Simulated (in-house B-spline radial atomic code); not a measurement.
# Hf⁹⁺: excited configurations in jj coupling

Aim: the energies of several excited configurations of Hf⁹⁺ above a reference configuration, each from its own self-consistent run.

Program: in-house B-spline radial atomic code version 1. Level of theory: Dirac-Hartree-Fock, average of configuration, Fermi nucleus, basis-set limit. These are calculated values, not measurements, unless marked.

## 1. The atom as given

* element: hafnium (Z = 72)
* charge: +9
* electrons: 63
* configuration: 1s2 2s2 2p6 3s2 3p6 3d10 4s2 4p6 4d10 4f-6 4f+7 5s2 5p-2
* Hamiltonian: Dirac-Coulomb
* nucleus: Fermi, rms radius 5.347 fm

In configurations, a minus sign after the shell means j = l − 1/2 and a plus sign j = l + 1/2; the count of electrons follows.

The run's settings:

```ini
Z = 72
electrons = 63.0
configuration = 1s2 2s2 2p6 3s2 3p6 3d10 4s2 4p6 4d10 4f-6 4f+7 5s2 5p-2
hamiltonian = dirac
method = hf
spin_polarised = False
nucleus = fermi
rms_radius = 5.347
mass_number = 180
atomic_mass = 179.946559537
speed_of_light = 137.035999084
```

From the earlier run of the reference: total energy -15065.441091 hartree. Levels, eight at most:

```csv
orbital,occupation,energy (eV),<r> (bohr)
4p1/2,2,-615.43,0.4747
4p3/2,4,-553.31,0.5063
4d3/2,4,-393.40,0.5260
4d5/2,6,-380.11,0.5364
5s1/2,2,-209.10,1.066
5p1/2,2,-179.52,1.140
4f5/2,6,-179.26,0.6095
4f7/2,7,-176.46,0.6152
```

## 2. Run with 1s2 2s2 2p6 3s2 3p6 3d10 4s2 4p6 4d-3 4d+6 4f-5 4f+8 5s2 5p-1 5p+1 6s1

The settings differ from step 1 so:

```diff
@@ -2,3 +2,3 @@
 electrons = 63.0
-configuration = 1s2 2s2 2p6 3s2 3p6 3d10 4s2 4p6 4d10 4f-6 4f+7 5s2 5p-2
+configuration = 1s2 2s2 2p6 3s2 3p6 3d10 4s2 4p6 4d-3 4d+6 4f-5 4f+8 5s2 5p-1 5p+1 6s1
 hamiltonian = dirac
```

Results of the run (chosen fields of its result record, rounded):

```text
status: converged
scf [iteration, energy, orbital gradient]:
  - [1, -14977.8901502, 1.45]
  - [2, -15017.7062923, 1.82]
  - [3, -15052.7723764, 0.373]
  - [4, -15054.5710604, 0.121]
  - [5, -15054.6525101, 0.032]
  - [6, -15054.6627832, 0.0187]
  - [7, -15054.6671626, 0.000363]
  - [8, -15054.6671659, 6.18e-05]
  - [9, -15054.667166, 3.92e-06]
  - [10, -15054.667166, 3.17e-07]
energy [hartree]: {"total": -15054.667166, "kinetic": 16833.6711504, "nuclear": -37111.7945967, "coulomb": 5517.42647584, "exact_exchange": -293.970195537}
breit [hartree]: {"gaunt": 17.42636, "retardation": -1.842624, "frequency_dependence": -0.2891682}
qed [hartree]: {"self_energy": 12.61762, "uehling": -2.297291, "wichmann_kroll": 0.08750489}
recoil [hartree]: 0.02863668
total_with_corrections [hartree]: -15028.9361339
orbitals [hartree, bohr; first row names the columns]:
  - ["name", "occ", "eps", "<r>"]
  - ["1s1/2", 2.0, -2422.9868, 0.018987]
  - ["2s1/2", 2.0, -424.61562, 0.079705]
  - ["2p1/2", 2.0, -404.91767, 0.06619]
  - ["2p3/2", 4.0, -361.04048, 0.073877]
  - ["3s1/2", 2.0, -103.7809, 0.20755]
  - ["3p1/2", 2.0, -95.06671, 0.19777]
  - ["3p3/2", 4.0, -85.520987, 0.212]
  - ["3d3/2", 4.0, -70.965101, 0.18644]
  - ["3d5/2", 6.0, -68.978635, 0.19067]
  - ["4s1/2", 2.0, -26.890702, 0.46655]
  - ["4p1/2", 2.0, -23.136337, 0.47377]
  - ["4p3/2", 4.0, -21.061047, 0.50393]
  - ["4d3/2", 3.0, -15.053123, 0.52169]
  - ["4d5/2", 6.0, -14.731931, 0.53204]
  - ["4f5/2", 5.0, -7.1413348, 0.5932]
  - ["4f7/2", 8.0, -7.1782837, 0.59622]
  - ["5s1/2", 2.0, -8.0792999, 1.0447]
  - ["5p1/2", 1.0, -6.9845983, 1.1133]
  - ["5p3/2", 1.0, -6.5672668, 1.1752]
  - ["6s1/2", 1.0, -3.8047164, 2.0274]
sum_r [bohr^k]: {"-1": 515.4665, "1": 26.9684, "2": 21.39416}
energy_minus_base [hartree]: 10.7739248
energy_minus_base_with_corrections [hartree]: 10.7573474
```

Wall time 2.2 s (1 thread, shared host).

energy_minus_base is the energy less that of the reference run.

## 3. Run with 1s2 2s2 2p6 3s2 3p6 3d10 4s2 4p6 4d-3 4d+6 4f-6 4f+7 5s2 5p-1 5p+1 5g+1

The run's settings:

```ini
Z = 72
electrons = 63.0
configuration = 1s2 2s2 2p6 3s2 3p6 3d10 4s2 4p6 4d-3 4d+6 4f-6 4f+7 5s2 5p-1 5p+1 5g+1
hamiltonian = dirac
method = hf
spin_polarised = False
nucleus = fermi
rms_radius = 5.347
mass_number = 180
atomic_mass = 179.946559537
speed_of_light = 137.035999084
```

Result record:

```text
status: converged
scf [iteration, energy, orbital gradient]:
  - [1, -14975.5525617, 1.45]
  - [2, -15014.5550795, 1.82]
  - [3, -15051.00557, 0.337]
  - [4, -15052.7794695, 0.127]
  - [5, -15052.8653631, 0.0315]
  - [6, -15052.8749412, 0.0187]
  - [7, -15052.8791872, 0.00072]
  - [8, -15052.8791897, 0.000185]
  - [9, -15052.8791901, 6.88e-06]
  - [10, -15052.8791901, 1.85e-07]
energy [hartree]: {"total": -15052.8791901, "kinetic": 16831.5665065, "nuclear": -37100.0983574, "coulomb": 5509.45914109, "exact_exchange": -293.806480258}
breit [hartree]: {"gaunt": 17.42671, "retardation": -1.842311, "frequency_dependence": -0.2891924}
qed [hartree]: {"self_energy": 12.61497, "uehling": -2.296878, "wichmann_kroll": 0.08748961}
recoil [hartree]: 0.02863652
total_with_corrections [hartree]: -15027.1497665
orbitals [hartree, bohr; first row names the columns]:
  - ["name", "occ", "eps", "<r>"]
  - ["1s1/2", 2.0, -2423.1348, 0.018987]
  - ["2s1/2", 2.0, -424.75208, 0.079705]
  - ["2p1/2", 2.0, -405.05793, 0.06619]
  - ["2p3/2", 4.0, -361.17905, 0.073876]
  - ["3s1/2", 2.0, -103.90837, 0.20755]
  - ["3p1/2", 2.0, -95.217112, 0.1978]
  - ["3p3/2", 4.0, -85.639379, 0.21197]
  - ["3d3/2", 4.0, -71.131854, 0.18652]
  - ["3d5/2", 6.0, -69.085479, 0.1906]
  - ["4s1/2", 2.0, -27.013083, 0.4666]
  - ["4p1/2", 2.0, -23.308068, 0.47373]
  - ["4p3/2", 4.0, -21.165079, 0.50384]
  - ["4d3/2", 3.0, -15.266818, 0.52132]
  - ["4d5/2", 6.0, -14.800651, 0.53198]
  - ["4f5/2", 6.0, -7.29172, 0.59139]
  - ["4f7/2", 7.0, -7.2844559, 0.59586]
  - ["5s1/2", 2.0, -8.1713444, 1.0437]
  - ["5p1/2", 1.0, -7.0901384, 1.1087]
  - ["5p3/2", 1.0, -6.6594473, 1.1705]
  - ["5g9/2", 1.0, -2.0310612, 2.6469]
sum_r [bohr^k]: {"-1": 515.3041, "1": 27.55818, "2": 24.48852}
energy_minus_base [hartree]: 12.5619007
energy_minus_base_with_corrections [hartree]: 12.5437148
```

Wall time 2.3 s (1 thread, shared host).

## 4. 1s2 2s2 2p6 3s2 3p6 3d10 4s2 4p6 4d10 4f-5 4f+8 5s2 5p+1 9s1

The run's settings:

```ini
Z = 72
electrons = 63.0
configuration = 1s2 2s2 2p6 3s2 3p6 3d10 4s2 4p6 4d10 4f-5 4f+8 5s2 5p+1 9s1
hamiltonian = dirac
method = hf
spin_polarised = False
nucleus = fermi
rms_radius = 5.347
mass_number = 180
atomic_mass = 179.946559537
speed_of_light = 137.035999084
```

Result record:

```text
status: converged
scf [iteration, energy, orbital gradient]:
  - [1, -14988.7560946, 1.37]
  - [2, -15024.9324607, 1.63]
  - [3, -15057.8550391, 0.326]
  - [4, -15059.4330128, 0.128]
  - [5, -15059.5061803, 0.0292]
  - [6, -15059.513306, 0.0168]
  - [7, -15059.5173198, 0.000392]
  - [8, -15059.5173239, 0.000125]
  - [9, -15059.5173241, 6.5e-06]
  - [10, -15059.5173241, 3.25e-07]
energy [hartree]: {"total": -15059.517324, "kinetic": 16837.3169047, "nuclear": -37123.7952018, "coulomb": 5523.48691637, "exact_exchange": -296.525943315}
breit [hartree]: {"gaunt": 17.43143, "retardation": -1.843149, "frequency_dependence": -0.2890737}
qed [hartree]: {"self_energy": 12.61305, "uehling": -2.296586, "wichmann_kroll": 0.08747772}
recoil [hartree]: 0.02861272
total_with_corrections [hartree]: -15033.7855537
orbitals [hartree, bohr; first row names the columns]:
  - ["name", "occ", "eps", "<r>"]
  - ["1s1/2", 2.0, -2422.7809, 0.018986]
  - ["2s1/2", 2.0, -424.39082, 0.07971]
  - ["2p1/2", 2.0, -404.70512, 0.066198]
  - ["2p3/2", 4.0, -360.80729, 0.073882]
  - ["3s1/2", 2.0, -103.63694, 0.20761]
  - ["3p1/2", 2.0, -94.918356, 0.19786]
  - ["3p3/2", 4.0, -85.37795, 0.21206]
  - ["3d3/2", 4.0, -70.845478, 0.18627]
  - ["3d5/2", 6.0, -68.815492, 0.19074]
  - ["4s1/2", 2.0, -26.874643, 0.46787]
  - ["4p1/2", 2.0, -23.217468, 0.47548]
  - ["4p3/2", 4.0, -21.049732, 0.50575]
  - ["4d3/2", 4.0, -15.042122, 0.52466]
  - ["4d5/2", 6.0, -14.713023, 0.5356]
  - ["4f5/2", 5.0, -7.2253622, 0.60251]
  - ["4f7/2", 8.0, -7.1809972, 0.60954]
  - ["5s1/2", 2.0, -8.1948352, 1.054]
  - ["5p3/2", 1.0, -6.763778, 1.1833]
  - ["9s1/2", 1.0, -1.1183035, 6.7355]
sum_r [bohr^k]: {"-1": 515.6332, "1": 31.31183, "2": 66.57508}
energy_minus_base [hartree]: 5.92376675
energy_minus_base_with_corrections [hartree]: 5.9079276
```

Wall time 2.2 s (1 thread, shared host).

## 5. Configuration 1s2 2s2 2p6 3s2 3p6 3d10 4s2 4p6 4d-4 4d+5 4f-5 4f+8 5s2 5p-1 5p+1 9p-1

The settings differ from step 4 so:

```diff
@@ -2,3 +2,3 @@
 electrons = 63.0
-configuration = 1s2 2s2 2p6 3s2 3p6 3d10 4s2 4p6 4d10 4f-5 4f+8 5s2 5p+1 9s1
+configuration = 1s2 2s2 2p6 3s2 3p6 3d10 4s2 4p6 4d-4 4d+5 4f-5 4f+8 5s2 5p-1 5p+1 9p-1
 hamiltonian = dirac
```

Result record:

```text
status: converged
scf [iteration, energy, orbital gradient]:
  - [1, -14975.0174352, 1.43]
  - [2, -15016.8108675, 1.78]
  - [3, -15050.3420369, 0.35]
  - [4, -15052.1372881, 0.136]
  - [5, -15052.2253144, 0.0353]
  - [6, -15052.2370149, 0.0198]
  - [7, -15052.2419495, 0.00114]
  - [8, -15052.2419567, 0.000678]
  - [9, -15052.2419572, 2.68e-05]
  - [10, -15052.2419572, 1.42e-05]
  - [11, -15052.2419572, 1.86e-06]
  - [12, -15052.2419572, 1.98e-07]
energy [hartree]: {"total": -15052.2419572, "kinetic": 16831.6911171, "nuclear": -37085.6693749, "coulomb": 5495.58072987, "exact_exchange": -293.844429412}
breit [hartree]: {"gaunt": 17.43269, "retardation": -1.842469, "frequency_dependence": -0.2889397}
qed [hartree]: {"self_energy": 12.61416, "uehling": -2.296873, "wichmann_kroll": 0.0874895}
recoil [hartree]: 0.02863154
total_with_corrections [hartree]: -15026.5072744
orbitals [hartree, bohr; first row names the columns]:
  - ["name", "occ", "eps", "<r>"]
  - ["1s1/2", 2.0, -2423.3356, 0.018987]
  - ["2s1/2", 2.0, -424.96314, 0.079706]
  - ["2p1/2", 2.0, -405.29992, 0.066194]
  - ["2p3/2", 4.0, -361.37023, 0.073876]
  - ["3s1/2", 2.0, -104.13042, 0.20756]
  - ["3p1/2", 2.0, -95.430588, 0.19779]
  - ["3p3/2", 4.0, -85.86681, 0.21198]
  - ["3d3/2", 4.0, -71.364655, 0.18619]
  - ["3d5/2", 6.0, -69.300778, 0.1909]
  - ["4s1/2", 2.0, -27.241821, 0.46663]
  - ["4p1/2", 2.0, -23.636059, 0.47367]
  - ["4p3/2", 4.0, -21.346451, 0.50402]
  - ["4d3/2", 4.0, -15.428387, 0.52168]
  - ["4d5/2", 5.0, -15.075447, 0.53184]
  - ["4f5/2", 5.0, -7.5813346, 0.59009]
  - ["4f7/2", 8.0, -7.4692286, 0.59716]
  - ["5s1/2", 2.0, -8.4055871, 1.0432]
  - ["5p1/2", 1.0, -7.3173328, 1.1113]
  - ["5p3/2", 1.0, -6.8911114, 1.1692]
  - ["9p1/2", 1.0, -1.0623608, 7.0555]
sum_r [bohr^k]: {"-1": 515.1037, "1": 31.96686, "2": 72.25531}
energy_minus_base [hartree]: 13.1991336
energy_minus_base_with_corrections [hartree]: 13.1862069
```

Run time: 2.8 s. Hardware: 1 thread, shared host.

## 6. Configuration 1s2 2s2 2p6 3s2 3p6 3d10 4s2 4p6 4d10 4f-4 4f+8 5s2 5p-1 5p+1 6f+1

The run's settings:

```ini
Z = 72
electrons = 63.0
configuration = 1s2 2s2 2p6 3s2 3p6 3d10 4s2 4p6 4d10 4f-4 4f+8 5s2 5p-1 5p+1 6f+1
hamiltonian = dirac
method = hf
spin_polarised = False
nucleus = fermi
rms_radius = 5.347
mass_number = 180
atomic_mass = 179.946559537
speed_of_light = 137.035999084
```

Result record:

```text
status: converged
scf [iteration, energy, orbital gradient]:
  - [1, -14991.9246125, 1.37]
  - [2, -15028.322466, 1.69]
  - [3, -15058.8553538, 0.311]
  - [4, -15060.3516177, 0.126]
  - [5, -15060.5131403, 0.0327]
  - [6, -15060.5244569, 0.0199]
  - [7, -15060.5293002, 0.000825]
  - [8, -15060.5293042, 0.0002]
  - [9, -15060.5293047, 7.58e-06]
  - [10, -15060.5293047, 1.46e-07]
energy [hartree]: {"total": -15060.5293047, "kinetic": 16839.7669812, "nuclear": -37118.4515614, "coulomb": 5513.27939835, "exact_exchange": -295.124122753}
breit [hartree]: {"gaunt": 17.44435, "retardation": -1.845091, "frequency_dependence": -0.2890409}
qed [hartree]: {"self_energy": 12.61417, "uehling": -2.29673, "wichmann_kroll": 0.08748401}
recoil [hartree]: 0.0286264
total_with_corrections [hartree]: -15034.785543
orbitals [hartree, bohr; first row names the columns]:
  - ["name", "occ", "eps", "<r>"]
  - ["1s1/2", 2.0, -2422.8728, 0.018987]
  - ["2s1/2", 2.0, -424.54448, 0.079715]
  - ["2p1/2", 2.0, -404.85464, 0.066201]
  - ["2p3/2", 4.0, -360.95544, 0.073887]
  - ["3s1/2", 2.0, -103.8518, 0.20762]
  - ["3p1/2", 2.0, -95.125897, 0.19783]
  - ["3p3/2", 4.0, -85.596665, 0.21208]
  - ["3d3/2", 4.0, -71.028335, 0.18622]
  - ["3d5/2", 6.0, -69.034335, 0.19079]
  - ["4s1/2", 2.0, -27.042899, 0.46685]
  - ["4p1/2", 2.0, -23.367643, 0.47394]
  - ["4p3/2", 4.0, -21.20435, 0.50419]
  - ["4d3/2", 4.0, -15.115734, 0.52247]
  - ["4d5/2", 6.0, -14.860002, 0.53258]
  - ["4f5/2", 4.0, -7.3400735, 0.59265]
  - ["4f7/2", 8.0, -7.3162112, 0.5973]
  - ["5s1/2", 2.0, -8.2203188, 1.0456]
  - ["5p1/2", 1.0, -7.1340674, 1.1115]
  - ["5p3/2", 1.0, -6.7173445, 1.1723]
  - ["6f7/2", 1.0, -1.9035505, 3.3621]
sum_r [bohr^k]: {"-1": 515.559, "1": 28.2441, "2": 29.53144}
energy_minus_base [hartree]: 4.91178612
energy_minus_base_with_corrections [hartree]: 4.90793824
```

It took 2.2 s on 1 thread, shared host.

## 7. Run with 1s2 2s2 2p6 3s2 3p6 3d10 4s2 4p6 4d-4 4d+5 4f-5 4f+8 5s2 5p-2 7f+1

The run's settings:

```ini
Z = 72
electrons = 63.0
configuration = 1s2 2s2 2p6 3s2 3p6 3d10 4s2 4p6 4d-4 4d+5 4f-5 4f+8 5s2 5p-2 7f+1
hamiltonian = dirac
method = hf
spin_polarised = False
nucleus = fermi
rms_radius = 5.347
mass_number = 180
atomic_mass = 179.946559537
speed_of_light = 137.035999084
```

Result record:

```text
status: converged
scf [iteration, energy, orbital gradient]:
  - [1, -14976.4926391, 1.42]
  - [2, -15017.4237015, 1.64]
  - [3, -15050.954548, 0.347]
  - [4, -15052.7792433, 0.135]
  - [5, -15052.8687582, 0.0326]
  - [6, -15052.8793866, 0.0198]
  - [7, -15052.8848512, 0.001]
  - [8, -15052.8848598, 0.00028]
  - [9, -15052.8848607, 9.28e-06]
  - [10, -15052.8848607, 2.27e-07]
energy [hartree]: {"total": -15052.8848607, "kinetic": 16833.2679651, "nuclear": -37094.3671493, "coulomb": 5502.85325593, "exact_exchange": -294.638932534}
breit [hartree]: {"gaunt": 17.4363, "retardation": -1.842386, "frequency_dependence": -0.2883005}
qed [hartree]: {"self_energy": 12.61372, "uehling": -2.296972, "wichmann_kroll": 0.08749371}
recoil [hartree]: 0.02862536
total_with_corrections [hartree]: -15027.1463812
orbitals [hartree, bohr; first row names the columns]:
  - ["name", "occ", "eps", "<r>"]
  - ["1s1/2", 2.0, -2423.2205, 0.018987]
  - ["2s1/2", 2.0, -424.85546, 0.079706]
  - ["2p1/2", 2.0, -405.20055, 0.066193]
  - ["2p3/2", 4.0, -361.25867, 0.073877]
  - ["3s1/2", 2.0, -104.0229, 0.20756]
  - ["3p1/2", 2.0, -95.333563, 0.19776]
  - ["3p3/2", 4.0, -85.754902, 0.212]
  - ["3d3/2", 4.0, -71.259293, 0.18619]
  - ["3d5/2", 6.0, -69.192851, 0.19091]
  - ["4s1/2", 2.0, -27.135076, 0.46672]
  - ["4p1/2", 2.0, -23.551295, 0.47302]
  - ["4p3/2", 4.0, -21.231523, 0.50427]
  - ["4d3/2", 4.0, -15.330673, 0.5222]
  - ["4d5/2", 5.0, -14.967768, 0.53183]
  - ["4f5/2", 5.0, -7.4837658, 0.59178]
  - ["4f7/2", 8.0, -7.3644559, 0.59724]
  - ["5s1/2", 2.0, -8.3221663, 1.0437]
  - ["5p1/2", 2.0, -7.195053, 1.1108]
  - ["7f7/2", 1.0, -1.3268093, 5.0713]
sum_r [bohr^k]: {"-1": 515.2245, "1": 29.93588, "2": 45.7185}
energy_minus_base [hartree]: 12.5562301
energy_minus_base_with_corrections [hartree]: 12.5471001
```

Run time: 2.1 s. Hardware: 1 thread, shared host.

## 8. All configurations in order

| net move | configuration | energy above the reference (eV) | with Breit, QED, recoil (eV) | largest <r> (bohr) |
| --- | --- | --- | --- | --- |
| 2×4f5/2, 5p1/2 → 4f7/2, 5p3/2, 6f7/2 | 1s2 2s2 2p6 3s2 3p6 3d10 4s2 4p6 4d10 4f-4 4f+8 5s2 5p-1 5p+1 6f+1 | 133.66 | 133.55 | 3.36 |
| 4f5/2, 2×5p1/2 → 4f7/2, 5p3/2, 9s | 1s2 2s2 2p6 3s2 3p6 3d10 4s2 4p6 4d10 4f-5 4f+8 5s2 5p+1 9s1 | 161.19 | 160.76 | 6.74 |
| 4d3/2, 4f5/2, 5p1/2 → 4f7/2, 5p3/2, 6s | 1s2 2s2 2p6 3s2 3p6 3d10 4s2 4p6 4d-3 4d+6 4f-5 4f+8 5s2 5p-1 5p+1 6s1 | 293.17 | 292.72 | 2.03 |
| 4d5/2, 4f5/2 → 4f7/2, 7f7/2 | 1s2 2s2 2p6 3s2 3p6 3d10 4s2 4p6 4d-4 4d+5 4f-5 4f+8 5s2 5p-2 7f+1 | 341.67 | 341.42 | 5.07 |
| 4d3/2, 5p1/2 → 5g9/2, 5p3/2 | 1s2 2s2 2p6 3s2 3p6 3d10 4s2 4p6 4d-3 4d+6 4f-6 4f+7 5s2 5p-1 5p+1 5g+1 | 341.83 | 341.33 | 2.65 |
| 4d5/2, 4f5/2, 5p1/2 → 4f7/2, 5p3/2, 9p1/2 | 1s2 2s2 2p6 3s2 3p6 3d10 4s2 4p6 4d-4 4d+5 4f-5 4f+8 5s2 5p-1 5p+1 9p-1 | 359.17 | 358.81 | 7.06 |

**Reading.** At the bottom stands 2×4f5/2, 5p1/2 → 4f7/2, 5p3/2, 6f7/2 (133.66 eV), at the top 4d5/2, 4f5/2, 5p1/2 → 4f7/2, 5p3/2, 9p1/2 (359.17 eV). Koopmans' estimate of the ionisation threshold is 176.46 eV; 4 configurations exceed it by over 2 % and could autoionise. Two partly filled shells share a symmetry and can mix in the average, which may lower the energy, for: 4d5/2, 4f5/2, 5p1/2 → 4f7/2, 5p3/2, 9p1/2. These are averages over configurations, without correlation, not spectroscopic levels.
